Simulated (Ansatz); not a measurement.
# Li2Si: the cost of one run

Computed with the Python package of Ansatz 0.2.0. Level of theory: DFT LDA, plane waves, PAW.

### Step 1. Starting point

Symmetry: R-3m, No. 166, trigonal system. The conventional cell has a = 4.342 Å, b = 4.342 Å, c = 18.397 Å, α = 90.00°, β = 90.00°, γ = 120.00°. Around Li (site symmetry 3m) lie 6 Si at 2.59 to 2.98 Å and 4 Li at 2.68 to 2.83 Å. Around Li (site symmetry 3m) lie 4 Si at 2.64 to 2.79 Å and 4 Li at 2.83 to 2.88 Å. Around Si (site symmetry 3m) lie 1 Si at 2.26 Å and 10 Li at 2.59 to 2.98 Å.

No structure file is read: the coordinates are typed or built in the script.

### Step 2. Script

Input file ecut_li2si.py:

```python
# -*- coding: utf-8 -*-
import ansatz as az
import numpy as np
from tabulate import tabulate

vectors = np.array([
    [2.17097, 1.25341, 6.13243],
    [-2.17097, 1.25341, 6.13243],
    [0.0, -2.50682, 6.13243],
])
cell = (
    az.Lattice.of(vectors)
    .atom("Li", [0.359, 0.359, 0.359])
    .atom("Li", [0.641, 0.641, 0.641])
    .atom("Li", [0.79495, 0.79495, 0.79495])
    .atom("Li", [0.20505, 0.20505, 0.20505])
    .atom("Si", [0.06147, 0.06147, 0.06147])
    .atom("Si", [0.93853, 0.93853, 0.93853])
)

calculation = (
    cell.calculation()
    .functional("lda")
    .kpoints(6, 6, 6)
    .occupations("Fermi-Dirac", width=0.1)
    .forces()
    .stress()
)

rows = []
for value in [250, 350, 450, 550]:
    rep = calculation.basis(value).run(threads=1).report
    rows.append((value, rep["free_energy_ev"] / len(rep["lattice"]["sites"]), rep["n_iterations"], sum(rep["stress_gpa"][i][i] for i in range(3)) / 3, max(abs(f) for row in rep["forces_ev_ang"] for f in row), rep["n_pw"]))

print(tabulate(rows, headers=["cutoff (eV)", "F/atom (eV)", "iterations", "P (GPa)", "max component (eV/A)", "plane waves"], floatfmt=".4f", tablefmt="grid"))

for row in rows[:-1]:
    shift = 1000 * (row[1] - rows[-1][1])
    print(f"{row[0]}: {shift:+.2f} meV/atom" + ("  (within 2 meV)" if abs(shift) < 2 else ""))
```

### Step 3. The run

Command:

```sh
$ python ecut_li2si.py
```

Q: Estimate wall time and peak memory on 1 thread of Arm Neoverse V2, shared host.

About 10 s, with a peak of 0.45 GiB.
